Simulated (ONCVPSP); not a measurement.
# An ONCV potential for N, from input to tests

Task: generate the file, and judge it by its errors in other configurations, its logarithmic derivatives, its ghosts and its cutoff.

Program: ONCVPSP 4.0.1.1 (patched build). Reference atom: PBEsol, scalar-relativistic, spherical and spin-unpolarised. All values are calculated.

### 1 Starting point

Typed settings, in words:

```json
{
  "element": "nitrogen (N, Z = 7)",
  "type": "optimised norm-conserving Vanderbilt (ONCV)",
  "frozen core": "[He]",
  "valence charge": "5",
  "reference configuration": "2s2 2p3",
  "partial waves": "2s: rc 1.00 bohr, ncon 3, nbas 6, qcut 8.4 1/bohr, 3 projectors, debl 0.5 Ha; 2p: rc 1.20 bohr, ncon 4, nbas 7, qcut 7.9 1/bohr, 2 projectors, debl 3 Ha; d scattering state at 0.07 Ha: rc 0.95 bohr, ncon 4, nbas 9, qcut 10.8 1/bohr, 2 projectors, debl 3.7 Ha",
  "local potential": "polynomial inside 0.95 bohr (lpopt 4, dvloc0 0 Ha)",
  "core correction": "Teter function, parameters optimised by the program"
}
```

The outer shells as boxes (Hund's rule for the drawing; the calculation is spin-unpolarised):

```
[He] core
2s [↑↓]
2p [↑ ][↑ ][↑ ]
```

### 2 Generating the potential

The input, N.dat:

```
# ATOM AND REFERENCE CONFIGURATION
# atsym  z   nc   nv     iexc    psfile
  N 7.00    1    2  -116133      upf
#
#   n    l    f
    1    0    2.00
    2    0    2.00
    2    1    3.00
#
# PSEUDOPOTENTIAL AND OPTIMIZATION
# lmax
    2
#
#   l,   rc,      ep,       ncon, nbas, qcut
    0    1.00    0.00    3    6    8.40
    1    1.20    0.00    4    7    7.90
    2    0.95    0.07    4    9   10.80
#
# LOCAL POTENTIAL
# lloc, lpopt,  rc(5),   dvloc0
    4    4    0.95    0.00
#
# VANDERBILT-KLEINMAN-BYLANDER PROJECTORs
# l, nproj, debl
    0    3    0.50
    1    2    3.00
    2    2    3.70
#
# MODEL CORE CHARGE
# icmod, fcfact, rcfact
    4    0.55    0.00
#
# LOG DERIVATIVE ANALYSIS
# epsh1, epsh2, depsh
   -2.00    5.00    0.02
#
# OUTPUT GRID
# rlmax, drl
    6.00    0.01
#
# TEST CONFIGURATIONS
# ncnf
    4
# nvcnf
#   n    l    f
    2
    2    0    2.00
    2    1    2.00
#
    2
    2    0    2.00
    2    1    1.00
#
    2
    2    0    2.00
    2    1    0.00
#
    2
    2    0    1.00
    2    1    0.00
#
```

On the command line:

```
oncvpsp.x < N.dat > N.out
```

Q: Predict the outcome of this session. Wanted: cutoffs for 1 and 0.1 mHa per electron, occupied waves; bound ghosts; GHOST(+) flags; largest test error; largest phase difference near zero energy, channels read; rms error of d²Exc/dn², without and with the model core; projector energies reset by the program.

As calculated:

```
                                                quantity                                    value
  cutoffs for 1 and 0.1 mHa per electron, occupied waves                          30 Ha and 85 Ha
                                            bound ghosts                         s at -2446.25 eV
                                          GHOST(+) flags                       none at low energy
                            largest test error (AE − PS)  +214 meV, for 2s2 2p0 (1 test unsolved)
largest phase difference near zero energy, channels read                                0.000 rad
 rms error of d²Exc/dn², without and with the model core                        1.84 and 0.62 mHa
                 projector energies reset by the program               s: -0.678, 0.250, 0.750 Ha
```

It has a bound ghost (s), a state that the atom doesn't have, and that rules the file out. By total energies transferability is fair for so large an energy: the largest error is 214 meV on 89.1 eV, for 2s2 2p0. That test lies far up in energy; among those under 40 eV, nearer to bonding, the largest error is 5.6 meV. Of the tests 1 gave no usable energy difference, which is a warning in itself. By its cutoff, 30 Ha for the looser tolerance, it is of middling hardness. The tighter tolerance needs 85 Ha, and converged work needs a cutoff nearer that. Near zero energy the phases of the channels with partial waves agree within 0.001 rad.
